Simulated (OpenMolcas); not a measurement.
# Os³⁺ among point charges: CASSCF and CASPT2 levels and susceptibility

How does a field of 8 point charges split the states of Os³⁺, and what χT follows?

The numbers are computed with OpenMolcas 26.06 (state-averaged CASSCF and CASPT2, spin-orbit coupling by RASSI with atomic mean-field integrals), except any that are marked as measured or tabulated.

## Step 1: The atom as given

- Species: Os³⁺ (osmium, Z = 76, 73 electrons)
- Basis: ANO-RCC-VTZP [8s7p5d3f2g1h], 104 functions
- Scalar Hamiltonian: DKH2, point nucleus
- Inactive shells: 1s 2s 2p 3s 3p 3d 4s 4p 4d 4f 5s 5p
- Active space: 5 electrons in 5 orbitals (5d)
- Some configurations of this space: 5d5
- Orbitals: optimised for each spin and parity, averaged over all roots

The outer shells:

5d5
```
5d [↑ ][↑ ][↑ ][↑ ][↑ ]
```

The ion sits among 8 point charges of -1.2 e arranged as a cube (Oh), 2.04 Å from the ion.

Each step is its own input file, run in one work folder so that later steps find the files of earlier ones. Labels, J, g values, rates, χT and fits are worked out afterwards by a script from the matrices that RASSI stores. The input lists half of the charges; inversion (Group=XYZ) makes the rest.

## Step 2: Basis and integrals

a.inp

```
&GATEWAY
Coord
1

Os 0.0 0.0 0.0
Basis=ANO-RCC-VTZP
Group=XYZ
NoMove
AngMom=0.0 0.0 0.0
AMFI
XField
4 Angstrom 0
1.177795 1.177795 1.177795 -1.200000
1.177795 1.177795 -1.177795 -1.200000
1.177795 -1.177795 1.177795 -1.200000
1.177795 -1.177795 -1.177795 -1.200000
&SEWARD
```

## Step 3: Reference wave functions, sextets of even parity, 1 root

a.inp

```
&RASSCF
FileOrb=start.orb
Symmetry=1
Spin=6
nActEl=5 0 0
Inactive=15 19
Ras2=5 0
CIRoot=1 1 1
SDav=1
CIMx=300
Iter=120 100
PrWF=0.3
OrbListing=Nothing
MaxOrb=0
>>> COPY $Project.JobIph JOB001
```

start.orb holds the contracted functions of the basis, ordered by shell, or the orbitals of the step before.

## Step 4: CASSCF: quartets of even parity, 24 roots

a.inp

```
&RASSCF
FileOrb=start.orb
Symmetry=1
Spin=4
nActEl=5 0 0
Inactive=15 19
Ras2=5 0
CIRoot=24 24 1
SDav=24
CIMx=300
Iter=120 100
PrWF=0.3
OrbListing=Nothing
MaxOrb=0
>>> COPY $Project.JobIph JOB002
```

## Step 5: Reference wave functions, doublets of even parity, 75 roots

a.inp

```
&RASSCF
FileOrb=start.orb
Symmetry=1
Spin=2
nActEl=5 0 0
Inactive=15 19
Ras2=5 0
CIRoot=75 75 1
SDav=75
CIMx=300
Iter=120 100
PrWF=0.3
OrbListing=Nothing
MaxOrb=0
>>> COPY $Project.JobIph JOB003
```

## Step 6: RASSI: spin-orbit coupling between the states

a.inp

```
&RASSI
NrOfJobIphs=3 1 24 75
1
1 2 3 4 5 6 7 8 9 10 11 12 13 14 15 16 17 18 19 20 21 22 23 24
1 2 3 4 5 6 7 8 9 10 11 12 13 14 15 16 17 18 19 20 21 22 23 24 25 26 27
28 29 30 31 32 33 34 35 36 37 38 39 40 41 42 43 44 45 46 47 48 49 50 51
52 53 54 55 56 57 58 59 60 61 62 63 64 65 66 67 68 69 70 71 72 73 74 75
IphNames
JOB001
JOB002
JOB003
EJob
SpinOrbit
DIPRint=1.0
SOCoupling=1000.0
Subsets=2
Property=9
'ANGMOM' 1 'ANGMOM' 2 'ANGMOM' 3 'MLTPL  1' 1 'MLTPL  1' 2 'MLTPL  1' 3
'AMFI' 1 'AMFI' 2 'AMFI' 3
SOProperty=3
'ANGMOM' 1 'ANGMOM' 2 'ANGMOM' 3
```

## Step 7: CASPT2: IPEA 0.25, imaginary shift 0.1 (closed shells correlated: 5s 5p)

a.inp

```
>>> COPY JOB001 $Project.JobIph
&CASPT2
Multistate=1 1
Frozen=14 16
IPEA=0.25
Imaginary=0.1
MaxIter=60
WThr=0.0 0.3 0.05
PrWF=0.5
NoMix
>>> COPY JOB002 $Project.JobIph
&CASPT2
Multistate=24 1 2 3 4 5 6 7 8 9 10 11 12 13 14 15 16 17 18 19 20 21 22
23 24
NoMult
Frozen=14 16
IPEA=0.25
Imaginary=0.1
MaxIter=60
WThr=0.0 0.3 0.05
PrWF=0.5
NoMix
>>> COPY JOB003 $Project.JobIph
&CASPT2
Multistate=75 1 2 3 4 5 6 7 8 9 10 11 12 13 14 15 16 17 18 19 20 21 22
23 24 25 26 27 28 29 30 31 32 33 34 35 36 37 38 39 40 41 42 43 44 45 46
47 48 49 50 51 52 53 54 55 56 57 58 59 60 61 62 63 64 65 66 67 68 69 70
71 72 73 74 75
NoMult
Frozen=14 16
IPEA=0.25
Imaginary=0.1
MaxIter=60
WThr=0.0 0.3 0.05
PrWF=0.5
NoMix
```

(Steps that only read results are left out.)

What does the calculation give? Wanted: spin-free ground state; lowest level; next level.

The runs gave:

| quantity | value |
| --- | --- |
| method | SS-CASPT2, IPEA 0.25, imaginary shift 0.1 (closed shells correlated: 5s 5p) |
| spin-free ground state | 6A1, 1-fold in its orbital part |
| lowest level | 4-fold Γ8 |
| next level | 47.3 cm⁻¹ |
| χT at 300 K | 4.11 cm³ K/mol |
| effective moment at 300 K | 5.73 μB |

Cost by method:

| method | time of its own steps | time with the reference |
| --- | --- | --- |
| A. CASSCF | 22 s | 22 s |
| B. SS-CASPT2, IPEA 0.25, imaginary shift 0.1, +5s 5p | 27 s | 49 s |

Times are of one thread on a shared host.

**Reading.** The spin-free ground state (6A1) comes to 100 % from free-ion S terms and keeps the highest spin of the shell. χT at 300 K is 4.11, against 4.39 cm³ K/mol for the spin alone, as a half-filled shell (L = 0) has no orbital moment. An active space of the d shell alone favours high spin; real ions in strong fields can be low spin. A ligand-field fit to the states below 45000 cm-1 gives 10Dq = -7024 cm-1, B = 629 cm-1 and C = 3182 cm-1 (C/B = 5.06), with a deviation of 421 cm-1. CASPT2 does not keep the components of a term degenerate, and the means are used. The field of point charges can differ much from that of real complexes. With metal d orbitals alone active, the gaps between spin states are rough; where two lie within a few thousand cm-1, their order is open. Point charges carry no covalency, so the field is a model and not that of real ligands.
